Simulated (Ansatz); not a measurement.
# N on a TiB₂(101) slab cut from the P6/mmm phase: an adsorbate along a line and in height, part 2 of 2

Aim: map the energy of N on a TiB₂(101) slab cut from the P6/mmm phase (9 atoms of substrate and one adsorbate in a 1 × 1 cell) over two coordinates, and find its wells, ridges and stiffness.

Ansatz 0.2.0; DFT PBE, scalar-relativistic, plane waves, PAW.

### 8 The run at (0.00 Å, 3.65 Å)

input.yaml

```yaml
crystal:
  lattice:
    - [3.032101295, 0.0, 0.0]
    - [-1.5160506475, 4.1575960387, 0.0]
    - [0.0, 0.0, 21.636501287]
  atoms:
    - { symbol: B, position: [0.4162083558, 0.8324167117, 0.1848727734] }
    - { symbol: Ti, position: [0.699450027, 0.3989000541, 0.2005550604] }
    - { symbol: B, position: [0.9826916982, 0.9653833964, 0.2162373473] }
    - { symbol: B, position: [0.1156583829, 0.2313167658, 0.2789664953] }
    - { symbol: Ti, position: [0.3994230469, 0.7987873805, 0.2937076121] }
    - { symbol: B, position: [0.6841555002, 0.3682035919, 0.3103241285] }
    - { symbol: B, position: [0.8188849641, 0.6374753617, 0.3780133493] }
    - { symbol: Ti, position: [0.0978377712, 0.1958824013, 0.3870006528] }
    - { symbol: B, position: [0.3948399341, 0.7893602615, 0.3991634864] }
    - { symbol: "N", position: [0.3948399341, 0.7893602615, 0.5678598921] }
basis:
  ecutwfc: 420
kpoints:
  mp_grid: { grid: [9, 7, 1] }
hamiltonian:
  xc: pbe
scf:
  occupations: { method: gaussian, width: 0.1 }
output:
  forces: true
  eigenvalues: true
efield:
  axis: 3
  dipole_correction: true
  ramp_width: 0.04
```

The run is started by

```
ansatz run input.yaml --threads 1 --pin off --max-ram 3072MiB --backend cpu --events-out ev --progress --plain --runs-dir out
```

The log of the run (excerpt; [...] marks lines left out):

```text
Warning: RAYON_NUM_THREADS=1 ignored (pool sized by the plan → 1); use --threads N
[...]
Pseudopotentials: kind: paw
Pseudopotential: B, paw, valence charge 3, recommended cutoff 420 eV (normal), B.paw.azcp
Pseudopotential: Ti, paw, valence charge 12, recommended cutoff 420 eV (normal), Ti.paw.azcp
Pseudopotential: N, paw, valence charge 5, recommended cutoff 420 eV (normal), N.paw.azcp
Functional definition: PBE
[...]
Crystal: 10 atoms, lattice volume = 272.755 Å³
Basis set: ecut = 420 eV, 5329 PW (Γ), exchange–correlation on 48×60×300 points (8 copies of the dense FFT grid, shifted against one another)
Bands: 40, of which v1, the nominal top of the filled ones, is band 30 counted from 1 (29 counted from 0)
Symmetry: 1 space group operations
Space group: P1 (ITA 1), of the structure as read, at distance tolerance 6.5e-5 Å
k-points: 32 of 63 (time reversal used)
[...]
SCF converged after 11 iterations
Free energy (F): -8815.701719 eV
[...]
E sigma→0 (E₀):  -8815.672865 eV
Entropy (-TS):   -0.057709 eV (-5.771 meV/atom)
Fermi energy:    0.223655 eV
Dipole field:    D = -0.131956 V/Å  (p = -0.198903 e·Å, saw-weighted, corrected)
Work function:   Φ+ = 7.5003 eV   Φ− = 4.6452 eV
Levels:          The Fermi level and band energies are counted from a zero that moves with the ramp; work functions are not
[...]
--- Forces (eV/Å), atoms counted from 1 ---
  atom   1  B     -0.00454848    -0.60834375     1.25009034
  atom   2  Ti     0.01346317     0.80243156     0.18493091
  atom   3  B     -0.00258549    -0.38245556    -1.51754983
  atom   4  B     -0.00806719     0.17953492     0.10968540
  atom   5  Ti    -0.00168341    -0.01897419    -0.08211131
  atom   6  B      0.00654011     0.04080220     0.03260028
  atom   7  B     -0.00276651     0.04691001    -0.10852382
  atom   8  Ti    -0.00393800     0.05902115     0.41720474
[...]
--- Band table (eV; the first three rows and the last of 32) ---
[...]
```

It took 26 s on 1 thread of Intel Xeon Platinum 8488C (Sapphire Rapids), shared host; peak memory 0.64 GiB.

From the log: work function 7.50 eV (top face), 4.65 eV (bottom face); dipole along +c -0.199 e·Å per cell.

### 9 Grid point (1.11 Å, 3.65 Å)

Changes to input.yaml since step 8:

```diff
@@ -15,3 +15,3 @@
     - { symbol: B, position: [0.3948399341, 0.7893602615, 0.3991634864] }
-    - { symbol: "N", position: [0.3948399341, 0.7893602615, 0.5678598921] }
+    - { symbol: "N", position: [0.6448399341, 1.0393602615, 0.5678598921] }
 basis:
@@ -27,2 +27,6 @@
   eigenvalues: true
+  write_density: true
+  write_potential: true
+  elf: true
+  volumetric_format: npy
 efield:
```

The run is started by

```
ansatz run input.yaml --threads 1 --pin off --max-ram 3072MiB --backend cpu --events-out ev --progress --plain --runs-dir out
```

The log of the run (excerpt; [...] marks lines left out):

```text
[...]
WARN: The output density's exchange-correlation potential varies sharply where the density is thin. Do not read a vacuum level from v_tot or v_xc, or from such a field of the output density. On a cell that repeats whose density bears no net charge and no dipole along the vacuum's axis use [...]
SCF converged after 10 iterations
Free energy (F): -8815.732374 eV
[...]
E sigma→0 (E₀):  -8815.705811 eV
Entropy (-TS):   -0.053127 eV (-5.313 meV/atom)
Fermi energy:    0.215148 eV
Dipole field:    D = -0.131841 V/Å  (p = -0.198730 e·Å, saw-weighted, corrected)
Work function:   Φ+ = 7.5025 eV   Φ− = 4.6499 eV
Levels:          The Fermi level and band energies are counted from a zero that moves with the ramp; work functions are not
[...]
--- Forces (eV/Å), atoms counted from 1 ---
  atom   1  B     -0.00214899    -0.60129628     1.24828160
  atom   2  Ti     0.01168561     0.80174178     0.19724483
  atom   3  B     -0.00251954    -0.39285850    -1.52247325
  atom   4  B     -0.00779867     0.17886333     0.11703577
  atom   5  Ti    -0.00156976    -0.01298604    -0.08723706
  atom   6  B      0.01008120     0.04091220     0.02451014
  atom   7  B      0.00022428     0.07068723    -0.08889694
  atom   8  Ti     0.00116351     0.02623832     0.55106464
[...]
--- Band table (eV; the first three rows and the last of 32) ---
[...]
```

Wall time 30 s (1 thread of Intel Xeon Platinum 8488C (Sapphire Rapids), shared host); peak memory 0.64 GiB.

From the log: work function 7.50 eV (top face), 4.65 eV (bottom face); dipole along +c -0.199 e·Å per cell.

Density in a lattice plane of the grid's cell (edges 4.43 and 21.64 Å, at 0.684 of the third edge), which holds Ti and B and N.

Values in e/Å³, 12 rows by 6 columns:
```
0.00 0.00 0.00 0.00 0.00 0.00
0.00 0.00 0.00 0.00 0.00 0.00
0.00 0.00 0.00 0.00 0.00 0.00
0.00 0.00 0.00 0.00 0.00 0.00
2.58 1.23 0.06 0.01 0.01 0.23
0.05 0.03 0.01 0.00 0.01 0.02
0.32 0.17 0.14 0.25 0.39 0.41
0.21 0.35 0.66 0.67 0.35 0.26
0.29 0.22 0.34 0.28 0.21 0.33
0.33 0.19 1.23 0.72 0.20 0.37
0.00 0.00 0.00 0.00 0.00 0.00
0.00 0.00 0.00 0.00 0.00 0.00
```
Columns run along the first of these edges and rows up along the second, over one cell in 6 and 12 even steps from the bottom left corner. Atoms in the plane (fractional): Ti at (0.40, 0.20), B at (0.37, 0.31), N at (0.04, 0.57).

ELF in the same plane.

Values, 12 rows by 6 columns:
```
0.00 0.00 0.00 0.00 0.00 0.00
0.00 0.00 0.00 0.00 0.00 0.00
0.00 0.00 0.00 0.00 0.00 0.00
0.04 0.03 0.01 0.00 0.00 0.02
0.74 0.85 0.44 0.01 0.09 0.71
0.21 0.19 0.03 0.00 0.01 0.05
0.70 0.34 0.45 0.66 0.74 0.75
0.19 0.61 0.41 0.76 0.49 0.17
0.30 0.23 0.16 0.17 0.30 0.31
0.74 0.19 0.50 0.34 0.34 0.71
0.06 0.02 0.00 0.01 0.04 0.07
0.00 0.00 0.00 0.00 0.00 0.00
```
Columns run along the first of these edges and rows up along the second, over one cell in 6 and 12 even steps from the bottom left corner. Atoms in the plane (fractional): Ti at (0.40, 0.20), B at (0.37, 0.31), N at (0.04, 0.57).

Both are smooth fields of the valence electrons: close to the nuclei they are not physical.

The highest ELF values outside the cores: 0.91 beside B, off the lines to its neighbours, 1.2 Å from B; 0.89 on the B–B line, 0.8 Å from B; 0.88 beside N, off the lines to its neighbours, 0.6 Å from N.

### 10 The run at (3.32 Å, 1.01 Å)

Changes to input.yaml since step 9:

```diff
@@ -15,3 +15,3 @@
     - { symbol: B, position: [0.3948399341, 0.7893602615, 0.3991634864] }
-    - { symbol: "N", position: [0.6448399341, 1.0393602615, 0.5678598921] }
+    - { symbol: "N", position: [1.1448399341, 1.5393602615, 0.4458438617] }
 basis:
@@ -27,6 +27,2 @@
   eigenvalues: true
-  write_density: true
-  write_potential: true
-  elf: true
-  volumetric_format: npy
 efield:
```

The run is started by

```
ansatz run input.yaml --threads 1 --pin off --max-ram 3072MiB --backend cpu --events-out ev --progress --plain --runs-dir out
```

The log of the run (excerpt; [...] marks lines left out):

```text
Warning: RAYON_NUM_THREADS=1 ignored (pool sized by the plan → 1); use --threads N
[...]
Pseudopotentials: kind: paw
Pseudopotential: B, paw, valence charge 3, recommended cutoff 420 eV (normal), B.paw.azcp
Pseudopotential: Ti, paw, valence charge 12, recommended cutoff 420 eV (normal), Ti.paw.azcp
Pseudopotential: N, paw, valence charge 5, recommended cutoff 420 eV (normal), N.paw.azcp
Functional definition: PBE
[...]
Crystal: 10 atoms, lattice volume = 272.755 Å³
Basis set: ecut = 420 eV, 5329 PW (Γ), exchange–correlation on 48×60×300 points (8 copies of the dense FFT grid, shifted against one another)
Bands: 40, of which v1, the nominal top of the filled ones, is band 30 counted from 1 (29 counted from 0)
Symmetry: 1 space group operations
Space group: P1 (ITA 1), of the structure as read, at distance tolerance 6.5e-5 Å
k-points: 32 of 63 (time reversal used)
[...]
SCF converged after 7 iterations
Free energy (F): -8822.399479 eV
[...]
E sigma→0 (E₀):  -8822.389598 eV
Entropy (-TS):   -0.019761 eV (-1.976 meV/atom)
Fermi energy:    0.749821 eV
Dipole field:    D = -0.071540 V/Å  (p = -0.107835 e·Å, saw-weighted, corrected)
Work function:   Φ+ = 6.1915 eV   Φ− = 4.6437 eV
Levels:          The Fermi level and band energies are counted from a zero that moves with the ramp; work functions are not
[...]
--- Forces (eV/Å), atoms counted from 1 ---
  atom   1  B      0.04403419    -0.60238080     1.09731695
  atom   2  Ti     0.08268043     0.88548208     0.38825823
  atom   3  B     -0.01536274    -0.35787420    -1.42773949
  atom   4  B      0.01172407     0.19535679    -0.32491969
  atom   5  Ti    -0.18046593    -0.18357766     0.19446270
  atom   6  B      0.17151039     0.10179960     0.13421400
  atom   7  B      1.13518054    -0.62218743    -0.76695059
  atom   8  Ti    -0.49136299     1.42257554     0.58877413
[...]
--- Band table (eV; the first three rows and the last of 32) ---
[...]
```

It took 22 s on 1 thread of Intel Xeon Platinum 8488C (Sapphire Rapids), shared host; peak memory 0.64 GiB.

This gives work function 6.19 eV (top face), 4.64 eV (bottom face); dipole along +c -0.108 e·Å per cell.

### 11 Grid point (1.11 Å, 2.95 Å)

Changes to input.yaml since step 10:

```diff
@@ -15,3 +15,3 @@
     - { symbol: B, position: [0.3948399341, 0.7893602615, 0.3991634864] }
-    - { symbol: "N", position: [1.1448399341, 1.5393602615, 0.4458438617] }
+    - { symbol: "N", position: [0.6448399341, 1.0393602615, 0.5355071568] }
 basis:
```

The run is started by

```
ansatz run input.yaml --threads 1 --pin off --max-ram 3072MiB --backend cpu --events-out ev --progress --plain --runs-dir out
```

The log of the run (excerpt; [...] marks lines left out):

```text
Warning: RAYON_NUM_THREADS=1 ignored (pool sized by the plan → 1); use --threads N
[...]
Pseudopotentials: kind: paw
Pseudopotential: B, paw, valence charge 3, recommended cutoff 420 eV (normal), B.paw.azcp
Pseudopotential: Ti, paw, valence charge 12, recommended cutoff 420 eV (normal), Ti.paw.azcp
Pseudopotential: N, paw, valence charge 5, recommended cutoff 420 eV (normal), N.paw.azcp
Functional definition: PBE
[...]
Crystal: 10 atoms, lattice volume = 272.755 Å³
Basis set: ecut = 420 eV, 5329 PW (Γ), exchange–correlation on 48×60×300 points (8 copies of the dense FFT grid, shifted against one another)
Bands: 40, of which v1, the nominal top of the filled ones, is band 30 counted from 1 (29 counted from 0)
Symmetry: 1 space group operations
Space group: P1 (ITA 1), of the structure as read, at distance tolerance 6.5e-5 Å
k-points: 32 of 63 (time reversal used)
[...]
SCF converged after 13 iterations
Free energy (F): -8816.219762 eV
[...]
E sigma→0 (E₀):  -8816.191136 eV
Entropy (-TS):   -0.057251 eV (-5.725 meV/atom)
Fermi energy:    0.222303 eV
Dipole field:    D = -0.126252 V/Å  (p = -0.190304 e·Å, saw-weighted, corrected)
Work function:   Φ+ = 7.4257 eV   Φ− = 4.6940 eV
Levels:          The Fermi level and band energies are counted from a zero that moves with the ramp; work functions are not
[...]
--- Forces (eV/Å), atoms counted from 1 ---
  atom   1  B      0.00543691    -0.53834783     1.19696106
  atom   2  Ti     0.00652469     0.82270876     0.23851819
  atom   3  B     -0.00421492    -0.43777851    -1.53405479
  atom   4  B     -0.00247116     0.18866146     0.14547368
  atom   5  Ti     0.00150862     0.00806530    -0.03257006
  atom   6  B      0.01966224     0.12208420     0.03406146
  atom   7  B      0.01434515     0.04405913    -0.20001714
  atom   8  Ti    -0.01069565     0.17225003     1.11144020
[...]
--- Band table (eV; the first three rows and the last of 32) ---
[...]
```

Wall time 27 s (1 thread of Intel Xeon Platinum 8488C (Sapphire Rapids), shared host); peak memory 0.64 GiB.

From the log: work function 7.43 eV (top face), 4.69 eV (bottom face); dipole along +c -0.190 e·Å per cell.

### 12 Grid point (1.66 Å, 3.65 Å)

Changes to input.yaml since step 11:

```diff
@@ -15,3 +15,3 @@
     - { symbol: B, position: [0.3948399341, 0.7893602615, 0.3991634864] }
-    - { symbol: "N", position: [0.6448399341, 1.0393602615, 0.5355071568] }
+    - { symbol: "N", position: [0.7698399341, 1.1643602615, 0.5678598921] }
 basis:
```

The run is started by

```
ansatz run input.yaml --threads 1 --pin off --max-ram 3072MiB --backend cpu --events-out ev --progress --plain --runs-dir out
```

The log of the run (excerpt; [...] marks lines left out):

```text
[...]
SCF converged after 10 iterations
Free energy (F): -8815.731194 eV
[...]
E sigma→0 (E₀):  -8815.705215 eV
Entropy (-TS):   -0.051958 eV (-5.196 meV/atom)
Fermi energy:    0.205495 eV
Dipole field:    D = -0.133059 V/Å  (p = -0.200566 e·Å, saw-weighted, corrected)
Work function:   Φ+ = 7.5239 eV   Φ− = 4.6449 eV
Levels:          The Fermi level and band energies are counted from a zero that moves with the ramp; work functions are not
[...]
--- Forces (eV/Å), atoms counted from 1 ---
  atom   1  B     -0.00273787    -0.60916666     1.25467039
  atom   2  Ti     0.00978580     0.80436283     0.18638006
  atom   3  B     -0.00069210    -0.39272210    -1.51645634
  atom   4  B     -0.00796762     0.18026191     0.11444899
  atom   5  Ti    -0.00327085    -0.01469193    -0.09850409
  atom   6  B      0.01064753     0.03392549     0.02430579
  atom   7  B     -0.00491768     0.09284466    -0.08541169
  atom   8  Ti     0.00487448     0.02112061     0.59561859
[...]
--- Band table (eV; the first three rows and the last of 32) ---
[...]
```

Run time: 22 s. Hardware: 1 thread of Intel Xeon Platinum 8488C (Sapphire Rapids), shared host; peak memory 0.63 GiB.

Read from this run: work function 7.52 eV (top face), 4.64 eV (bottom face); dipole along +c -0.201 e·Å per cell.

### 13 Grid point (2.77 Å, 1.70 Å)

Changes to input.yaml since step 12:

```diff
@@ -15,3 +15,3 @@
     - { symbol: B, position: [0.3948399341, 0.7893602615, 0.3991634864] }
-    - { symbol: "N", position: [0.7698399341, 1.1643602615, 0.5678598921] }
+    - { symbol: "N", position: [1.0198399341, 1.4143602615, 0.4777344151] }
 basis:
```

The run is started by

```
ansatz run input.yaml --threads 1 --pin off --max-ram 3072MiB --backend cpu --events-out ev --progress --plain --runs-dir out
```

The log of the run (excerpt; [...] marks lines left out):

```text
[...]
SCF converged after 8 iterations
Free energy (F): -8819.282774 eV
[...]
E sigma→0 (E₀):  -8819.274247 eV
Entropy (-TS):   -0.017054 eV (-1.705 meV/atom)
Fermi energy:    0.274622 eV
Dipole field:    D = -0.126875 V/Å  (p = -0.191244 e·Å, saw-weighted, corrected)
Work function:   Φ+ = 7.3676 eV   Φ− = 4.6225 eV
Levels:          The Fermi level and band energies are counted from a zero that moves with the ramp; work functions are not
[...]
--- Forces (eV/Å), atoms counted from 1 ---
  atom   1  B     -0.03013094    -0.61841635     1.18661674
  atom   2  Ti     0.01532522     0.92329887     0.24496241
  atom   3  B      0.05391475    -0.41047859    -1.50186723
  atom   4  B     -0.00786329     0.19917202    -0.16579924
  atom   5  Ti    -0.22296704    -0.29187804     0.24103296
  atom   6  B      0.08625617     0.14652867    -0.02607388
  atom   7  B      0.02995861     0.12342427    -0.41920625
  atom   8  Ti    -0.11171151     1.37800007     3.68899357
[...]
--- Band table (eV; the first three rows and the last of 32) ---
[...]
```

Wall time 22 s (1 thread of Intel Xeon Platinum 8488C (Sapphire Rapids), shared host); peak memory 0.61 GiB.

Read from this run: work function 7.37 eV (top face), 4.62 eV (bottom face); dipole along +c -0.191 e·Å per cell.

### 14 The run at (1.66 Å, 2.05 Å)

Changes to input.yaml since step 13:

```diff
@@ -15,3 +15,3 @@
     - { symbol: B, position: [0.3948399341, 0.7893602615, 0.3991634864] }
-    - { symbol: "N", position: [1.0198399341, 1.4143602615, 0.4777344151] }
+    - { symbol: "N", position: [0.7698399341, 1.1643602615, 0.4939107828] }
 basis:
```

The run is started by

```
ansatz run input.yaml --threads 1 --pin off --max-ram 3072MiB --backend cpu --events-out ev --progress --plain --runs-dir out
```

The log of the run (excerpt; [...] marks lines left out):

```text
[...]
SCF converged after 11 iterations
Free energy (F): -8818.280786 eV
[...]
E sigma→0 (E₀):  -8818.268002 eV
Entropy (-TS):   -0.025569 eV (-2.557 meV/atom)
Fermi energy:    0.225132 eV
Dipole field:    D = -0.133357 V/Å  (p = -0.201015 e·Å, saw-weighted, corrected)
Work function:   Φ+ = 7.5040 eV   Φ− = 4.6186 eV
Levels:          The Fermi level and band energies are counted from a zero that moves with the ramp; work functions are not
[...]
--- Forces (eV/Å), atoms counted from 1 ---
  atom   1  B     -0.01992976    -0.51382327     1.17408708
  atom   2  Ti     0.01290411     0.77822481     0.23031910
  atom   3  B      0.03007642    -0.43307164    -1.50106568
  atom   4  B      0.00502100     0.26673445    -0.03299056
  atom   5  Ti    -0.02606761     0.10894142     0.11396993
  atom   6  B      0.12577482     0.23130355     0.04997264
  atom   7  B      0.01084417     0.01456377    -0.39468381
  atom   8  Ti    -0.54161497     0.39994462     3.37030653
[...]
--- Band table (eV; the first three rows and the last of 32) ---
[...]
```

It took 25 s on 1 thread of Intel Xeon Platinum 8488C (Sapphire Rapids), shared host; peak memory 0.64 GiB.

From the log: work function 7.50 eV (top face), 4.62 eV (bottom face); dipole along +c -0.201 e·Å per cell.

### 15 Energy over the grid

52 points were computed, and 4 have no value (skipped by design, atoms too close, or no result). Energies in eV, from the lowest computed point:

| height of N10 above the plane of B9 (Å) ↓, position of N10 along the diagonal of the surface cell, from above B9 (Å) → | 0.00 | 0.55 | 1.11 | 1.66 | 2.21 | 2.77 | 3.32 | 3.87 |
| --- | --- | --- | --- | --- | --- | --- | --- | --- |
| 3.65 | 6.7 | 6.7 | 6.7 | 6.7 | 6.7 | 6.7 | 6.7 | 6.7 |
| 2.95 | 6.2 | 6.2 | 6.2 | 6.2 | 6.3 | 6.3 | 6.4 | 6.3 |
| 2.45 | 5.3 | 5.2 | 5.3 | 5.4 | 5.5 | 5.6 | 5.6 | 5.5 |
| 2.05 | 3.9 | 3.8 | 3.9 | 4.1 | 4.3 | 4.5 | 4.5 | 4.2 |
| 1.70 | 2.2 | 2.1 | 2.3 | 2.7 | 3.0 | 3.1 | 3.0 | 2.7 |
| 1.36 | 1.1 | 0.4 | 0.5 | 1.4 | 1.9 | 1.7 | 1.3 | 1.3 |
| 1.01 | 6.8 | 1.5 | – | – | – | – | 0.0 | 2.6 |

On the same grid, dipole moment (e·Å):

```tsv
height of N10 above the plane of B9 (Å) ↓, position of N10 along the diagonal of the surface cell, from above B9 (Å) →	0.00	0.55	1.11	1.66	2.21	2.77	3.32	3.87
3.65	−0.199	−0.198	−0.199	−0.201	−0.202	−0.203	−0.202	−0.201
2.95	−0.187	−0.186	−0.190	−0.196	−0.201	−0.203	−0.199	−0.192
2.45	−0.180	−0.183	−0.189	−0.196	−0.201	−0.199	−0.190	−0.181
2.05	−0.180	−0.191	−0.202	−0.201	−0.199	−0.194	−0.183	−0.177
1.70	−0.175	−0.197	−0.215	−0.207	−0.198	−0.191	−0.169	−0.165
1.36	−0.161	−0.191	−0.211	−0.207	−0.199	−0.184	−0.151	−0.139
1.01	−0.112	−0.141	–	–	–	–	−0.108	−0.077
```

The work function of the top face (eV) at each point:

```tsv
height of N10 above the plane of B9 (Å) ↓, position of N10 along the diagonal of the surface cell, from above B9 (Å) →	0.00	0.55	1.11	1.66	2.21	2.77	3.32	3.87
3.65	7.50	7.49	7.50	7.52	7.54	7.55	7.54	7.52
2.95	7.38	7.37	7.43	7.51	7.57	7.58	7.53	7.44
2.45	7.28	7.29	7.36	7.48	7.57	7.54	7.39	7.30
2.05	7.27	7.37	7.50	7.50	7.51	7.42	7.28	7.23
1.70	7.20	7.43	7.66	7.56	7.47	7.37	7.06	7.03
1.36	6.99	7.36	7.60	7.53	7.49	7.27	6.82	6.67
1.01	6.28	6.69	–	–	–	–	6.19	5.77
```

### 16 Results

What follows sums up all 2 parts.

```
                                                                     quantity                                                                                 value
                                                           bulk: relaxed cell            a = 3.032 Å, b = 3.032 Å, c = 3.223 Å, α = 90.00°, β = 90.00°, γ = 120.00°
                                                   bulk: space group (0.01 Å)                                                                      P6/mmm (No. 191)
                                                                 bulk: volume                                                                          8.55 Å³/atom
bulk: formation energy (elements from runs with the same settings, not shown)                                                                         -1.07 eV/atom
                                                                 lowest point                                              (3.32 Å, 1.01 Å) [nearest 1 B at 1.50 Å]
                         highest computed point (blank points may lie higher)                                             (0.00 Å, 1.01 Å), 6.8 eV above the lowest
                                                          dipole moment (e·Å)  −0.215 at (1.11 Å, 1.70 Å) to −0.077 at (3.87 Å, 1.01 Å); −0.108 at the lowest point
                                           work function of the top face (eV)        5.77 at (3.87 Å, 1.01 Å) to 7.66 at (1.11 Å, 1.70 Å); 6.19 at the lowest point
                                                          time for all points                                                       21 min on 1 thread, shared host
```

In words: The lowest computed point is at (3.32 Å, 1.01 Å) [nearest 1 B at 1.50 Å]. It lies at the edge of the scanned range, so the true minimum may lie outside. The highest computed point, (0.00 Å, 1.01 Å) [nearest 1 B at 1.01 Å], lies 6.8 eV above the lowest. The runs have no spin polarisation, so an open-shell adsorbate far from the surface lies too high. The host is rigid and the atom is kept to this plane, so wells and barriers of the map are not those of diffusion. The final runs have no spin polarisation, so no magnetic state was tried and one may lie lower. Where forces pass 15 eV/Å atoms stand far too close, the PAW spheres overlap strongly and those numbers are rough.
